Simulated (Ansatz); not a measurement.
The system is Ti2P.

```
CELL_PARAMETERS angstrom
6.60497 0.00000 0.00000
-3.30248 5.72007 0.00000
0.00000 0.00000 3.50638
ATOMIC_POSITIONS crystal
Ti 0.00000 0.59164 0.00000
Ti 0.40836 0.40836 0.00000
Ti 0.59164 0.00000 0.00000
Ti 0.74603 0.74603 0.50000
Ti 0.25397 0.00000 0.50000
Ti 0.00000 0.25397 0.50000
P 0.33333 0.66667 0.50000
P 0.66667 0.33333 0.50000
P 0.00000 0.00000 0.00000
```

The cell comes from a database or a generator and needn't be the stable form of this composition.

Base run:

| Item | Value |
| --- | --- |
| Program | Ansatz 0.2.0 |
| Functional | PBEsol |
| Potentials or basis | all-electron LAPW, scalar-relativistic |
| Cutoff | 236 eV (chosen from the basis error) |
| Basis error allowed | 0.002 eV/atom |
| k mesh | 5 × 5 × 8 |
| Occupations | fermi-dirac, width 0.05 eV |
| Spin | no spin polarisation |

Its results: pressure -4.3 GPa; largest force 0.029 eV/Å.

Q: The run is repeated on the same cell with these changes: functional from PBEsol to LDA. What comes out?

A: Pressure -8.3 GPa; largest force 0.034 eV/Å.

LDA binds more tightly than PBEsol, so the same cell stands under less pressure.
